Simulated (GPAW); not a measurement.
YTiF5:

```
Y Ti F
1.0
    -2.09554    3.47800    4.21556
     2.09554   -3.47800    4.21556
     2.09554    3.47800   -4.21556
Y Ti F
1 1 5
Direct
  0.50000 0.50000 0.00000
  0.00000 0.00000 0.00000
  0.50000 0.00000 0.50000
  0.76085 0.76085 0.00000
  0.23915 0.23915 0.00000
  0.18102 0.50000 0.68102
  0.81898 0.50000 0.31898
```

The cell comes from a database or a generator and needn't be the stable form of this composition.

Base run:

| Quantity | Value |
| --- | --- |
| Program | GPAW 26.7.0 |
| Functional | PBE |
| Potentials or basis | GPAW PAW data sets (gpaw-data 1.2.1) |
| Cutoff | 800 eV |
| Basis | pw |
| k mesh | 5 × 5 × 5 |
| Occupations | fermi-dirac, width 0.05 eV |
| Spin | no spin polarisation |

Its results: pressure -3.5 GPa; largest force 0.636 eV/Å.

Problem. After a change of settings the same cell gave: pressure -2.5 GPa; largest force 0.643 eV/Å. Which change was it?
A. functional from PBE to PBEsol; potentials or basis from GPAW PAW data sets (gpaw-data 1.2.1) to PAW data sets generated in the run's folder for this functional
B. functional from PBE to LDA; potentials or basis from GPAW PAW data sets (gpaw-data 1.2.1) to the program's PAW data sets (release 1.2.1) made for this functional
C. cutoff from 800 eV to 600 eV; k mesh from 5 × 5 × 5 to 4 × 4 × 4

Solution. C.

Caveats: some runs use coarse meshes; the cutoff is short for stress and forces, so pressures can be off by a GPa or more (some runs).

Not every run made on this cell is shown here.
